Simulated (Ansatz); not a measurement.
**SiGeH3 (doublet): from Hartree-Fock to the top rungs at a displaced geometry (v2), cc-pVDZ**

The task here is to estimate one member of a computed series from the others.

Computed with Ansatz 0.2.0, Gaussian basis. Level: cc-pVDZ, core rule «outside noble gas», up to 19 orbitals frozen.

Plan: UHF; CCSD(T) on ROHF; CCSD(T) on UHF; BCCD(T) on ROHF; CISD; CCSDT(Q) on ROHF; CCSDT(Q) on UHF.

21 further runs of the same task are left out: 2 for a mislabelled method, 9 that didn't finish, 10 set aside as unsound or not needed.

## The system

The geometry is a PBE0/def2-TZVP stationary point (not a proven minimum) with its atoms shifted at random (size 0.100 Å). No spin-orbit coupling is included. The filled d shell of Ge may be among the frozen orbitals whatever the setting's name suggests; the logs give the count.

5 atoms, charge 0, spin multiplicity 2.

Atoms are counted from 1 here; the program's logs count them from 0.

Bond lengths: Si1–Ge2 2.346 Å, Si1–H3 1.478 Å, Si1–H4 1.569 Å, Ge2–H5 1.488 Å. Angles: Ge2–Si1–H3 129.6°, Ge2–Si1–H4 122.6°, H3–Si1–H4 107.1°, Si1–Ge2–H5 90.1°.

The first run:

in.yaml

```yaml
crystal:
  periodic: [false, false, false]
  atoms:
    - {symbol: Si, position_ang: [0.117395, 0.014154, 1.644036]}
    - {symbol: Ge, position_ang: [-0.047479, -0.023904, -0.696202]}
    - {symbol: H, position_ang: [0.029141, 1.157766, 2.576482]}
    - {symbol: H, position_ang: [0.112250, -1.292614, 2.513279]}
    - {symbol: H, position_ang: [0.009191, 1.463206, -0.725889]}
basis:
  gaussian: {orbitals: cc-pVDZ}
magnetization: {spin_polarized: true, initial_magnetization: 1}
hamiltonian: {xc: hf}
output: {orbitals: {seedname: orbitals}}
```

Launch:

```bash
$ ansatz run in.yaml --threads 1 --pin off --events-out ev --progress --plain --max-ram 2393MiB
```

Among the steps run: UHF; CCSD(T) on ROHF; CCSD(T) on UHF; BCCD(T) on ROHF; CISD; CCSDT(Q) on ROHF; CCSDT(Q) on UHF.

One table of the session follows, with a row left open; its other results are not shown here.

| method | from UCCSDT(Q) (kcal/mol) |
| --- | --- |
| ROHF | +136.67 |
| UHF | +134.46 |
| RMP2 | +30.51 |
| UMP2 | +31.66 |
| CISD | +16.63 |
| RCCSD | +5.18 |
| UCCSD | ? |
| RCCSD(T) | +1.11 |
| UCCSD(T) | +1.15 |
| BCCD(T) | +1.09 |
| RCCSDT | +0.23 |
| UCCSDT | +0.23 |
| RCCSDT(Q) | +0.01 |
| UCCSDT(Q) | 0 |

Estimate the missing values for UCCSD.

As computed: from UCCSDT(Q) (kcal/mol): +5.14. In the column «from UCCSDT(Q) (kcal/mol)» it lies between UCCSD(T) (+1.15) and RCCSD (+5.18).

Caveats from the session: Restricted and unrestricted rows rest on different reference determinants; where their highest levels disagree by more than a few hundredths of an eV, they describe different states and don't form one ladder.
